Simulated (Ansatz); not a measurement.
# C4H9F2Ga: a ladder of functionals and wavefunction methods

An exercise on one series of results from a longer session: the logs are not shown, and one member is left open.

The runs use Ansatz 0.2.0, Gaussian basis; functionals in def2-TZVPP, the program's frozen cores in correlated methods.

The runs, in order: LDA (SPW92), PBE-D4, revPBE-D4, BLYP-D4, r2SCAN-D4, B97M-V, PBE0-D4, B3LYP-D4, r2SCANh-D4, r2SCAN0-D4, HSE06-D4, BHLYP-D4, CAM-B3LYP-D4, LC-ωPBE, ωB97X-V, ωB97M-V, B2PLYP, PBE-QIDH; CCSD(T)/def2-SVP; MP2/def2-TZVPP; RPA on PBE.

1 further run of the same task is left out (it didn't finish). Runs told in other sessions of the task aren't counted.

## The geometry

All runs share one geometry, relaxed beforehand with PBE0-D4 in a triple-zeta def2 set.

SMILES `CC(C)[CH2][Ga]([F])[F]`, 16 atoms, charge 0, spin multiplicity 1.

Atoms are counted from 1 here; the program's logs count them from 0.

Bond lengths: C1–C2 1.521 Å, C1–H8 1.092 Å, C1–H9 1.093 Å, C1–H10 1.096 Å, C2–C3 1.521 Å, C2–C4 1.526 Å, C2–H11 1.098 Å, C3–H12 1.093 Å, C3–H13 1.096 Å, C3–H14 1.092 Å, C4–Ga5 1.952 Å, C4–H15 1.095 Å, C4–H16 1.095 Å, Ga5–F6 1.750 Å, Ga5–F7 1.753 Å. Angles: C2–C1–H8 111.1°, C2–C1–H9 111.5°, C2–C1–H10 110.8°, H8–C1–H9 107.8°, H8–C1–H10 107.2°, H9–C1–H10 108.3°, C1–C2–C3 111.1°, C1–C2–C4 111.5°, C1–C2–H11 107.9°, C3–C2–C4 111.5°, C3–C2–H11 107.9°, C4–C2–H11 106.8°, C2–C3–H12 111.5°, C2–C3–H13 110.8°, C2–C3–H14 111.1°, H12–C3–H13 108.2°, H12–C3–H14 107.8°, H13–C3–H14 107.3° and more.

The first run:

The input, in.yaml:

```yaml
crystal:
  periodic: [false, false, false]
  atoms:
    - {symbol: C, position_ang: [-0.356928, -1.351356, -0.823984]}
    - {symbol: C, position_ang: [0.328867, -0.697607, 0.366088]}
    - {symbol: C, position_ang: [1.625406, -0.020692, -0.051904]}
    - {symbol: C, position_ang: [-0.603298, 0.274939, 1.082153]}
    - {symbol: Ga, position_ang: [-1.195956, 1.775197, -0.017237]}
    - {symbol: F, position_ang: [-2.290944, 3.020984, 0.540099]}
    - {symbol: F, position_ang: [-0.733666, 2.091855, -1.678215]}
    - {symbol: H, position_ang: [0.286785, -2.104343, -1.284387]}
    - {symbol: H, position_ang: [-1.287943, -1.842891, -0.529314]}
    - {symbol: H, position_ang: [-0.590069, -0.608065, -1.594826]}
    - {symbol: H, position_ang: [0.577957, -1.487346, 1.087473]}
    - {symbol: H, position_ang: [2.126574, 0.445171, 0.800734]}
    - {symbol: H, position_ang: [1.435210, 0.753883, -0.803305]}
    - {symbol: H, position_ang: [2.318920, -0.739124, -0.494896]}
    - {symbol: H, position_ang: [-1.512389, -0.222531, 1.434977]}
    - {symbol: H, position_ang: [-0.128516, 0.711926, 1.966544]}
basis:
  gaussian: {orbitals: def2-TZVPP}
hamiltonian: {xc: lda}
output: {orbitals: {seedname: orbitals}}
```

Command:

```
$ ansatz run in.yaml --threads 4 --pin off --events-out ev --progress --plain --max-ram 11315MiB
```

Steps of the session up to this table: LDA; PBE-D4 (GGA); revPBE-D4 (GGA); BLYP-D4 (GGA); r2SCAN-D4 (meta-GGA); B97M-V (meta-GGA); B3LYP-D4 (hybrid); r2SCANh-D4 (hybrid); r2SCAN0-D4 (hybrid); HSE06-D4 (hybrid); BHLYP-D4 (hybrid); CAM-B3LYP-D4 (range-separated); LC-ωPBE (range-separated); ωB97X-V (range-separated); ωB97M-V (range-separated); B2PLYP (double hybrid); PBE-QIDH (double hybrid).

One of the session's tables, all rows but one given; the rest of the session is left out.

It belongs to the step «Orbital energies across the functionals». 

```
  functional  HOMO (eV)  gap (eV)
 LDA (SPW92)      -7.59      5.77
      PBE-D4      -7.41      5.89
   revPBE-D4      -7.33      5.96
     BLYP-D4      -7.33      5.81
   r2SCAN-D4      -7.68      6.50
      B97M-V      -7.77      6.33
     PBE0-D4      -8.74      8.15
    B3LYP-D4      -8.56      7.61
  r2SCANh-D4      -8.18      7.33
  r2SCAN0-D4          ?         ?
    HSE06-D4      -8.33      7.38
    BHLYP-D4      -9.99     10.11
CAM-B3LYP-D4     -10.14     10.41
     LC-ωPBE     -11.40     12.95
     ωB97X-V     -11.07     12.42
     ωB97M-V     -10.97     12.03
```

Estimate the missing values for r2SCAN0-D4.

Worked estimate for «HOMO (eV)». Against the share of exact exchange, r2SCAN-D4 (0, -7.68), r2SCANh-D4 (0.1, -8.18) give a slope of -5.00 per unit share; at 0.25 the line stands at -8.93.

The run gave: HOMO (eV): -8.92; gap (eV): 8.48. In «HOMO (eV)» the line misses by -0.01.
